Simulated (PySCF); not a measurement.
**C₂H₉NSi₂: electronic excitations at several levels of theory, part 1 of 2**

How much do the electronic excitations of C₂H₉NSi₂ (`N[SiH2]/C=C/[SiH3]`) depend on the level of theory, and what does each level cost?

Computed with PySCF 2.14.0, with density-fitted response routines of our own, on a single molecule in the gas phase. Atoms count from 0, in the outputs and in this text.

## Step 1: Starting geometry

14 atoms, charge 0, multiplicity 1; geometry from: GFN2-xTB.

Bonds of the start (Å): N0–Si1 1.72, Si1–C2 1.88, C2–C3 1.33, C3–Si4 1.88, N0–H5 1.01, N0–H6 1.01, Si1–H7 1.46, Si1–H8 1.48, C2–H9 1.08, C3–H10 1.09, Si4–H11 1.47, Si4–H12 1.47, Si4–H13 1.46.

## Step 2: Geometry optimisation at PBE0-D3(BJ)/def2-SVP

The job: settings as JSON, then the geometry in Å.

```
{"job": {"xc": "PBE0", "basis": "def2-SVP", "d3": "d3bj", "grid": 1, "kind": "geom"}, "charge": 0, "multiplicity": 1}
N     -2.390696     0.469089    -0.211627
Si    -1.753686    -0.839477     0.713694
C      0.113981    -0.613832     0.767145
C      0.813861     0.262855     0.050263
Si     2.678153     0.495573     0.107558
H     -3.367139     0.452790    -0.456174
H     -2.120691     1.408756     0.031546
H     -2.147583    -2.045982    -0.017620
H     -2.236573    -0.926955     2.105617
H      0.654500    -1.266878     1.443973
H      0.264669     0.904802    -0.630673
H      2.985627     1.829345     0.638509
H      3.217900     0.390843    -1.251592
H      3.286998    -0.521402     0.967241
```

Output:

```text
step   0  E = -714.67109624  max force = 0.015317
step   1  E = -714.67445483  max force = 0.003958
step   2  E = -714.67465218  max force = 0.001584
step   3  E = -714.67471992  max force = 0.000838
step   4  E = -714.67476265  max force = 0.000823
step   5  E = -714.67482767  max force = 0.000868
step   6  E = -714.67486814  max force = 0.000862
step   7  E = -714.67489023  max force = 0.000315
step   8  E = -714.67489945  max force = 0.000186
optimisation converged
```

Wall time 48 s (1 thread, shared host).

Step by step:

```
step  energy from step 0 (eV)  largest force component (eV/Å)
   0                   0.0000                          0.7876
   1                  -0.0914                          0.2035
   2                  -0.0968                          0.0815
   3                  -0.0986                          0.0431
   4                  -0.0998                          0.0423
   5                  -0.1015                          0.0446
   6                  -0.1026                          0.0443
   7                  -0.1032                          0.0162
   8                  -0.1035                          0.0096
```

Close pairs (by a distance rule), those that changed most:

```csv
bond,before (Å),after (Å),change (Å)
Si1–H7,1.465,1.496,+0.031
Si4–H13,1.464,1.495,+0.031
Si4–H12,1.466,1.497,+0.031
Si4–H11,1.468,1.497,+0.029
Si1–H8,1.476,1.502,+0.027
C3–H10,1.085,1.101,+0.016
C2–H9,1.085,1.100,+0.015
C2–C3,1.331,1.345,+0.014
```

The next job starts from the end point, and lists it.

| at the end point | value |
| --- | --- |
| point group (found at 0.08 Å tolerance) | C1 |
| rotational constants (GHz, main isotopes) | 8.727, 1.134, 1.033 |
| dipole moment (D) | 1.66 |

## Step 3: TDDFT and polarisability: HF/def2-SVPD

The job: settings as JSON, then the geometry in Å.

```
{"job": {"kind": "uv", "xc": "HF", "basis": "def2-SVPD", "ip": true}, "charge": 0, "multiplicity": 1}
N     -2.383313     0.558083    -0.029919
Si    -1.751007    -0.835629     0.782613
C      0.120429    -0.718191     0.799843
C      0.793199     0.148538     0.021124
Si     2.656748     0.316995     0.000356
H     -3.254238     0.478496    -0.541634
H     -2.300963     1.474056     0.397481
H     -2.223186    -2.024880     0.007236
H     -2.205386    -1.024471     2.202151
H      0.687300    -1.375085     1.476389
H      0.198511     0.794887    -0.642436
H      3.072816     1.697269     0.404370
H      3.200558     0.071625    -1.372265
H      3.252606    -0.670941     0.950936
```

With the program's defaults for keys left out, this is: TDDFT HF/def2-SVPD, vertical, gas phase, core orbitals frozen in the response.

Output:

```text
final grid: 105608 points
cycle   1  E = -712.9581940241  dE =  1.891e-01  |g| = 3.861e-01  |ddm| = 4.178e+00
cycle   2  E = -713.0181281497  dE = -5.993e-02  |g| = 1.171e-01  |ddm| = 1.002e+00
cycle   3  E = -713.0234680913  dE = -5.340e-03  |g| = 5.592e-02  |ddm| = 3.573e-01
cycle   4  E = -713.0244043366  dE = -9.362e-04  |g| = 8.219e-03  |ddm| = 1.268e-01
cycle   5  E = -713.0244362965  dE = -3.196e-05  |g| = 1.848e-03  |ddm| = 2.760e-02
cycle   6  E = -713.0244390296  dE = -2.733e-06  |g| = 5.887e-04  |ddm| = 8.576e-03
cycle   7  E = -713.0244392265  dE = -1.969e-07  |g| = 1.930e-04  |ddm| = 2.033e-03
cycle   8  E = -713.0244392530  dE = -2.645e-08  |g| = 6.697e-05  |ddm| = 8.994e-04
cycle   9  E = -713.0244392553  dE = -2.279e-09  |g| = 2.040e-05  |ddm| = 2.095e-04
cycle  10  E = -713.0244392557  dE = -4.059e-10  |g| = 1.059e-05  |ddm| = 8.386e-05
converged SCF energy = -713.0244392557

Static polarisability (au): isotropic 84.961, principal 68.238 77.305 109.340

Singlet excitations
state   eV       nm        f      main configurations
  1   6.5262    190.0   0.00227   H-2->L+1 0.24, H-2->L+2 0.24, H-1->L+1 0.15
  2   6.7548    183.5   0.60755   H->L+1 0.40, H->L+2 0.35, H->L 0.09
  3   7.5691    163.8   0.03151   H-1->L 0.35, H-1->L+1 0.12, H-1->L+3 0.08
  4   7.9414    156.1   0.02269   H->L 0.55, H->L+4 0.21
  5   8.6557    143.2   0.00159   H->L+3 0.42
  6   8.7205    142.2   0.00596   H->L+3 0.22, H-1->L+2 0.18, H-2->L+2 0.09
  7   9.0500    137.0   0.00304   H-1->L+4 0.18
  8   9.0848    136.5   0.03213   H->L+2 0.24, H->L+1 0.20
  9   9.1411    135.6   0.00423   H->L+5 0.38, H->L+4 0.13
 10   9.1919    134.9   0.02707   H-1->L+3 0.15, H-1->L+10 0.10, H-2->L 0.08

Triplet excitations (Tamm-Dancoff, eV): 3.3620 5.7634 6.9856 7.5898
Vertical ionisation energy (delta-SCF) = 8.6265 eV
```

It took 19 s on 1 thread, shared host.

The orbitals next to the gap, with their largest atomic shares:

```
orbital      eV                         atoms
 HOMO−3  -12.88  Si4 37 %, H13 32 %, H11 11 %
 HOMO−2  -11.57     C3 21 %, N0 19 %, C2 14 %
 HOMO−1  -10.99    N0 43 %, Si1 15 %, C2 12 %
   HOMO  -10.20     C2 35 %, C3 35 %, Si1 7 %
   LUMO    2.26    Si1 32 %, Si4 23 %, C3 8 %
 LUMO+1    2.62    Si4 33 %, C2 13 %, C3 12 %
 LUMO+2    2.84   Si1 23 %, Si4 22 %, C2 13 %
```

With each of the 10 states as a Gaussian band of 0.4 eV half-width at 1/e, the curve within the window shown has maxima at 184 nm (ε 25,000), 136 nm (ε 2,700) L/(mol cm). Beyond the last state computed it falls off for lack of states. The curve at chosen wavelengths:

(nm, ε (L/mol/cm)): (131, 1209), (134, 2355), (137, 2728), (140, 2069), (143, 1167), (147, 561), (150, 625), (153, 976), (156, 1403), (159, 1728), (162, 1907), (165, 2153), (168, 3077), (172, 6851), (175, 12017), (178, 18078), (181, 22926), (184, 24685), (187, 22862), (190, 18457), (193, 13157), (197, 7043), (200, 3924), (203, 1999), (206, 940), (209, 411)

Further results of this job:

| property | computed |
| --- | --- |
| dipole moment (D) | 1.42 |
| polarisability (Å³) | 12.59 |
| HOMO–LUMO gap (eV) | 12.46 |
| −ε(HOMO) (eV) | 10.20 |

## Step 4: TDDFT and polarisability: LDA/def2-SVPD

Same as in step 3 but for these lines:

```diff
@@ -1,2 +1,2 @@
-{"job": {"kind": "uv", "xc": "HF", "basis": "def2-SVPD", "ip": true}, "charge": 0, "multiplicity": 1}
+{"job": {"kind": "uv", "xc": "LDA", "basis": "def2-SVPD", "ip": true}, "charge": 0, "multiplicity": 1}
 N     -2.383313     0.558083    -0.029919
```

With the program's defaults for keys left out, this is: TDDFT LDA/def2-SVPD, vertical, gas phase, core orbitals frozen in the response.

Output:

```text
coarse grid: 12064 points
cycle   1  E = -711.3484801740  dE =  8.130e-02  |g| = 6.081e-01  |ddm| = 4.868e+00
cycle   2  E = -711.0885115520  dE =  2.600e-01  |g| = 1.171e+00  |ddm| = 2.185e+00
cycle   3  E = -711.4392512562  dE = -3.507e-01  |g| = 9.944e-02  |ddm| = 1.501e+00
cycle   4  E = -711.4413461220  dE = -2.095e-03  |g| = 6.167e-02  |ddm| = 2.352e-01
cycle   5  E = -711.4422401851  dE = -8.941e-04  |g| = 2.235e-02  |ddm| = 9.136e-02
cycle   6  E = -711.4423609901  dE = -1.208e-04  |g| = 1.073e-02  |ddm| = 3.380e-02
cycle   7  E = -711.4423938465  dE = -3.286e-05  |g| = 1.514e-03  |ddm| = 1.465e-02
cycle   8  E = -711.4423945575  dE = -7.109e-07  |g| = 2.997e-04  |ddm| = 2.940e-03
final grid: 105608 points
cycle   9  E = -711.5453487462  dE = -2.168e-05  |g| = 3.557e-03  |ddm| = 9.425e-02
cycle  10  E = -711.5453413292  dE =  7.417e-06  |g| = 6.669e-03  |ddm| = 1.131e-02
cycle  11  E = -711.5453515178  dE = -1.019e-05  |g| = 5.716e-04  |ddm| = 7.996e-03
cycle  12  E = -711.5453515907  dE = -7.285e-08  |g| = 2.279e-04  |ddm| = 1.215e-03
cycle  13  E = -711.5453516030  dE = -1.231e-08  |g| = 8.812e-05  |ddm| = 3.535e-04
cycle  14  E = -711.5453516050  dE = -2.018e-09  |g| = 4.014e-05  |ddm| = 1.506e-04
cycle  15  E = -711.5453516054  dE = -4.500e-10  |g| = 6.686e-06  |ddm| = 5.041e-05
converged SCF energy = -711.5453516054

Static polarisability (au): isotropic 97.901, principal 75.942 87.576 130.185

Singlet excitations
state   eV       nm        f      main configurations
  1   4.2776    289.8   0.00808   H->L 0.98
  2   5.3526    231.6   0.00106   H-2->L 0.95
  3   5.6918    217.8   0.00753   H->L+1 0.99
  4   5.8336    212.5   0.30888   H-1->L 0.72, H-5->L 0.13
  5   6.1976    200.1   0.00065   H-3->L 0.92
  6   6.2254    199.2   0.00725   H->L+2 0.94
  7   6.3372    195.6   0.02692   H-1->L+1 0.85
  8   6.4665    191.7   0.00936   H->L+3 0.89
  9   6.5008    190.7   0.00517   H-4->L 0.79
 10   6.5804    188.4   0.06224   H-2->L+1 0.87

Triplet excitations (Tamm-Dancoff, eV): 4.1102 4.3296 4.8814 5.4979
Vertical ionisation energy (delta-SCF) = 9.5755 eV
Vertical electron affinity (delta-SCF) = -0.4550 eV
```

Run time: 1.9 min. Hardware: 1 thread, shared host.

This run: HOMO -6.24 eV, LUMO -2.04 eV; lowest singlet 4.28 eV.

## Step 5: Excited states and response: PBE/def2-SVPD

Same as in step 4 but for these lines:

```diff
@@ -1,2 +1,2 @@
-{"job": {"kind": "uv", "xc": "LDA", "basis": "def2-SVPD", "ip": true}, "charge": 0, "multiplicity": 1}
+{"job": {"kind": "uv", "xc": "PBE", "basis": "def2-SVPD", "ip": true}, "charge": 0, "multiplicity": 1}
 N     -2.383313     0.558083    -0.029919
```

With the program's defaults for keys left out, this is: TDDFT PBE/def2-SVPD, vertical, gas phase, core orbitals frozen in the response.

Output:

```text
coarse grid: 12064 points
cycle   1  E = -714.3936102356  dE =  7.940e-02  |g| = 6.032e-01  |ddm| = 4.746e+00
cycle   2  E = -714.1602838170  dE =  2.333e-01  |g| = 1.123e+00  |ddm| = 2.073e+00
cycle   3  E = -714.4821814831  dE = -3.219e-01  |g| = 1.021e-01  |ddm| = 1.408e+00
cycle   4  E = -714.4846492677  dE = -2.468e-03  |g| = 5.564e-02  |ddm| = 2.330e-01
cycle   5  E = -714.4853713212  dE = -7.221e-04  |g| = 2.155e-02  |ddm| = 8.696e-02
cycle   6  E = -714.4854814261  dE = -1.101e-04  |g| = 1.051e-02  |ddm| = 3.239e-02
cycle   7  E = -714.4855128952  dE = -3.147e-05  |g| = 1.475e-03  |ddm| = 1.430e-02
cycle   8  E = -714.4855136112  dE = -7.161e-07  |g| = 2.860e-04  |ddm| = 2.979e-03
final grid: 105608 points
cycle   9  E = -714.6005677278  dE = -7.526e-06  |g| = 1.148e-02  |ddm| = 1.279e-01
cycle  10  E = -714.6004851503  dE =  8.258e-05  |g| = 2.150e-02  |ddm| = 3.595e-02
cycle  11  E = -714.6005998150  dE = -1.147e-04  |g| = 1.284e-03  |ddm| = 2.534e-02
cycle  12  E = -714.6006002256  dE = -4.106e-07  |g| = 4.099e-04  |ddm| = 2.216e-03
cycle  13  E = -714.6006002730  dE = -4.738e-08  |g| = 1.204e-04  |ddm| = 6.908e-04
cycle  14  E = -714.6006002761  dE = -3.138e-09  |g| = 5.505e-05  |ddm| = 1.818e-04
cycle  15  E = -714.6006002770  dE = -8.931e-10  |g| = 7.047e-06  |ddm| = 8.092e-05
converged SCF energy = -714.6006002770

Static polarisability (au): isotropic 95.695, principal 74.170 85.842 127.072

Singlet excitations
state   eV       nm        f      main configurations
  1   4.3260    286.6   0.00643   H->L 0.98
  2   5.4443    227.7   0.00054   H-2->L 0.97
  3   5.7100    217.1   0.00775   H->L+1 0.99
  4   5.9214    209.4   0.30678   H-1->L 0.72, H-1->L+1 0.11, H-5->L 0.11
  5   6.2466    198.5   0.00720   H->L+2 0.97
  6   6.3585    195.0   0.00849   H-3->L 0.79, H-1->L+1 0.17
  7   6.3717    194.6   0.03961   H-1->L+1 0.67, H-3->L 0.16
  8   6.5031    190.7   0.00821   H->L+3 0.97
  9   6.6081    187.6   0.02718   H-2->L+1 0.59, H-4->L 0.36
 10   6.6454    186.6   0.02286   H-4->L 0.41, H-2->L+1 0.26, H->L+4 0.23

Triplet excitations (Tamm-Dancoff, eV): 4.0339 4.2426 4.8823 5.4732
Vertical ionisation energy (delta-SCF) = 9.4587 eV
Vertical electron affinity (delta-SCF) = -0.6042 eV
```

It took 2.7 min on 1 thread, shared host.

In short: HOMO -6.12 eV, LUMO -1.86 eV; lowest singlet 4.33 eV.

## Step 6: Ultraviolet spectrum: B3LYP/def2-SVPD

Same as in step 5 but for these lines:

```diff
@@ -1,2 +1,2 @@
-{"job": {"kind": "uv", "xc": "PBE", "basis": "def2-SVPD", "ip": true}, "charge": 0, "multiplicity": 1}
+{"job": {"kind": "uv", "xc": "B3LYP", "basis": "def2-SVPD", "ip": true}, "charge": 0, "multiplicity": 1}
 N     -2.383313     0.558083    -0.029919
```

Level: TDDFT B3LYP/def2-SVPD, vertical, gas phase, core orbitals frozen in the response.

Output:

```text
coarse grid: 12064 points
cycle   1  E = -714.9820696946  dE =  8.073e-02  |g| = 5.101e-01  |ddm| = 4.658e+00
cycle   2  E = -714.9120176313  dE =  7.005e-02  |g| = 7.357e-01  |ddm| = 1.580e+00
cycle   3  E = -715.0436439018  dE = -1.316e-01  |g| = 5.959e-02  |ddm| = 9.019e-01
cycle   4  E = -715.0443440684  dE = -7.002e-04  |g| = 3.162e-02  |ddm| = 1.294e-01
cycle   5  E = -715.0446001226  dE = -2.561e-04  |g| = 7.185e-03  |ddm| = 4.401e-02
cycle   6  E = -715.0446118190  dE = -1.170e-05  |g| = 3.774e-03  |ddm| = 1.288e-02
cycle   7  E = -715.0446156451  dE = -3.826e-06  |g| = 5.556e-04  |ddm| = 4.901e-03
final grid: 105608 points
cycle   8  E = -715.1384174328  dE = -1.558e-05  |g| = 4.426e-03  |ddm| = 9.250e-02
cycle   9  E = -715.1384114157  dE =  6.017e-06  |g| = 6.654e-03  |ddm| = 1.235e-02
cycle  10  E = -715.1384223790  dE = -1.096e-05  |g| = 5.702e-04  |ddm| = 7.663e-03
cycle  11  E = -715.1384224598  dE = -8.086e-08  |g| = 1.914e-04  |ddm| = 9.172e-04
cycle  12  E = -715.1384224692  dE = -9.328e-09  |g| = 6.260e-05  |ddm| = 3.329e-04
cycle  13  E = -715.1384224701  dE = -8.997e-10  |g| = 2.237e-05  |ddm| = 1.058e-04
converged SCF energy = -715.1384224701

Static polarisability (au): isotropic 92.143, principal 72.465 83.333 120.630

Singlet excitations
state   eV       nm        f      main configurations
  1   5.2585    235.8   0.01174   H->L 0.93
  2   5.7932    214.0   0.00533   H-2->L 0.94
  3   6.2178    199.4   0.00406   H->L+1 0.91
  4   6.3457    195.4   0.40790   H-1->L 0.81
  5   6.8463    181.1   0.09102   H-1->L+1 0.84
  6   7.0548    175.7   0.01019   H->L+2 0.81
  7   7.2456    171.1   0.00866   H-3->L 0.77, H-2->L+1 0.14
  8   7.2755    170.4   0.04173   H-2->L+1 0.74, H-3->L 0.14
  9   7.3293    169.2   0.01030   H-1->L+2 0.88
 10   7.4066    167.4   0.04390   H->L+4 0.77, H->L+5 0.09

Triplet excitations (Tamm-Dancoff, eV): 4.0512 4.9553 5.3974 5.9425
Vertical ionisation energy (delta-SCF) = 9.3228 eV
```

Run time: 1.9 min. Hardware: 1 thread, shared host.

This run: HOMO -7.27 eV, LUMO -1.09 eV; lowest singlet 5.26 eV.

## Step 7: Excited states and response: PBE0/def2-SVPD

Same as in step 6 but for these lines:

```diff
@@ -1,2 +1,2 @@
-{"job": {"kind": "uv", "xc": "B3LYP", "basis": "def2-SVPD", "ip": true}, "charge": 0, "multiplicity": 1}
+{"job": {"kind": "uv", "xc": "PBE0", "basis": "def2-SVPD", "ip": true}, "charge": 0, "multiplicity": 1}
 N     -2.383313     0.558083    -0.029919
```

With the program's defaults for keys left out, this is: TDDFT PBE0/def2-SVPD, vertical, gas phase, core orbitals frozen in the response.

Output:

```text
coarse grid: 12064 points
cycle   1  E = -714.5458698944  dE =  7.615e-02  |g| = 4.431e-01  |ddm| = 4.507e+00
cycle   2  E = -714.5103525618  dE =  3.552e-02  |g| = 5.839e-01  |ddm| = 1.322e+00
cycle   3  E = -714.5926785061  dE = -8.233e-02  |g| = 4.508e-02  |ddm| = 7.072e-01
cycle   4  E = -714.5930623018  dE = -3.838e-04  |g| = 2.458e-02  |ddm| = 9.970e-02
cycle   5  E = -714.5932177763  dE = -1.555e-04  |g| = 5.436e-03  |ddm| = 3.457e-02
cycle   6  E = -714.5932244253  dE = -6.649e-06  |g| = 2.748e-03  |ddm| = 9.956e-03
final grid: 105608 points
cycle   7  E = -714.6794872530  dE = -8.908e-06  |g| = 7.945e-03  |ddm| = 8.830e-02
cycle   8  E = -714.6794641878  dE =  2.307e-05  |g| = 1.242e-02  |ddm| = 2.300e-02
cycle   9  E = -714.6795026115  dE = -3.842e-05  |g| = 1.201e-03  |ddm| = 1.479e-02
cycle  10  E = -714.6795029838  dE = -3.723e-07  |g| = 1.837e-04  |ddm| = 1.522e-03
cycle  11  E = -714.6795029926  dE = -8.731e-09  |g| = 6.216e-05  |ddm| = 4.292e-04
cycle  12  E = -714.6795029934  dE = -8.592e-10  |g| = 2.297e-05  |ddm| = 1.152e-04
converged SCF energy = -714.6795029934

Static polarisability (au): isotropic 91.656, principal 72.027 82.790 120.151

Singlet excitations
state   eV       nm        f      main configurations
  1   5.3978    229.7   0.01254   H->L 0.87
  2   5.8645    211.4   0.01094   H-2->L 0.89, H->L 0.08
  3   6.4060    193.5   0.09388   H->L+1 0.61, H-1->L 0.26
  4   6.4605    191.9   0.36231   H-1->L 0.60, H->L+1 0.29
  5   7.0601    175.6   0.06100   H-1->L+1 0.85
  6   7.3012    169.8   0.00992   H->L+2 0.70, H->L+4 0.08
  7   7.3683    168.3   0.00140   H-3->L 0.91
  8   7.4896    165.5   0.06004   H-2->L+1 0.81
  9   7.5919    163.3   0.01414   H-1->L+2 0.85
 10   7.6845    161.3   0.03602   H->L+4 0.54, H->L+5 0.12, H->L+3 0.09

Triplet excitations (Tamm-Dancoff, eV): 3.9629 4.9562 5.5149 6.1156
Vertical ionisation energy (delta-SCF) = 9.3674 eV
```

Wall time 2.3 min (1 thread, shared host).

In short: HOMO -7.50 eV, LUMO -0.91 eV; lowest singlet 5.40 eV.

## Step 8: Excited states and response: BHandHLYP/def2-SVPD

Same as in step 7 but for these lines:

```diff
@@ -1,2 +1,2 @@
-{"job": {"kind": "uv", "xc": "PBE0", "basis": "def2-SVPD", "ip": true}, "charge": 0, "multiplicity": 1}
+{"job": {"kind": "uv", "xc": "BHandHLYP", "basis": "def2-SVPD", "ip": true}, "charge": 0, "multiplicity": 1}
 N     -2.383313     0.558083    -0.029919
```

Method: TDDFT BHandHLYP/def2-SVPD, vertical, gas phase, core orbitals frozen in the response.

Output:

```text
coarse grid: 12064 points
cycle   1  E = -714.9050768891  dE =  1.039e-01  |g| = 3.829e-01  |ddm| = 4.402e+00
cycle   2  E = -714.9176940141  dE = -1.262e-02  |g| = 3.403e-01  |ddm| = 1.094e+00
cycle   3  E = -714.9443325387  dE = -2.664e-02  |g| = 4.740e-02  |ddm| = 4.480e-01
cycle   4  E = -714.9448742927  dE = -5.418e-04  |g| = 1.553e-02  |ddm| = 1.081e-01
cycle   5  E = -714.9449357725  dE = -6.148e-05  |g| = 3.576e-03  |ddm| = 2.514e-02
cycle   6  E = -714.9449394043  dE = -3.632e-06  |g| = 9.803e-04  |ddm| = 6.909e-03
final grid: 105608 points
cycle   7  E = -715.0056519493  dE = -7.776e-06  |g| = 2.318e-03  |ddm| = 5.077e-02
cycle   8  E = -715.0056517986  dE =  1.508e-07  |g| = 2.527e-03  |ddm| = 6.829e-03
cycle   9  E = -715.0056533485  dE = -1.550e-06  |g| = 1.907e-04  |ddm| = 3.011e-03
cycle  10  E = -715.0056533566  dE = -8.140e-09  |g| = 1.078e-04  |ddm| = 4.212e-04
cycle  11  E = -715.0056533599  dE = -3.285e-09  |g| = 2.264e-05  |ddm| = 1.839e-04
cycle  12  E = -715.0056533600  dE = -1.394e-10  |g| = 7.005e-06  |ddm| = 4.714e-05
converged SCF energy = -715.0056533600

Static polarisability (au): isotropic 88.449, principal 70.286 80.366 114.696

Singlet excitations
state   eV       nm        f      main configurations
  1   5.9856    207.1   0.00342   H-2->L 0.57, H-1->L 0.25, H->L 0.12
  2   6.5811    188.4   0.35777   H->L 0.76, H-2->L 0.13
  3   6.6779    185.7   0.16588   H-1->L 0.48, H->L+1 0.13, H-1->L+1 0.11
  4   7.0416    176.1   0.03631   H->L+1 0.28, H-1->L 0.23, H-1->L+1 0.19
  5   7.3954    167.7   0.04621   H->L+1 0.42, H-1->L+1 0.39
  6   7.8709    157.5   0.00677   H->L+2 0.53, H->L+3 0.21, H-1->L+1 0.10
  7   8.0549    153.9   0.02751   H-2->L+1 0.42, H-1->L+2 0.26
  8   8.1641    151.9   0.04987   H-2->L+1 0.27, H-1->L+2 0.22, H->L+4 0.14
  9   8.2447    150.4   0.02396   H->L+3 0.38, H->L+5 0.13, H->L+2 0.09
 10   8.2868    149.6   0.01606   H->L+4 0.36, H-1->L+4 0.15, H->L+5 0.12

Triplet excitations (Tamm-Dancoff, eV): 3.8932 5.3720 6.2650 6.8141
Vertical ionisation energy (delta-SCF) = 9.5982 eV
```

Wall time 2 min (1 thread, shared host).

This run: HOMO -8.71 eV, LUMO 0.16 eV; lowest singlet 5.99 eV.

(Continued in part 2 of 2.)
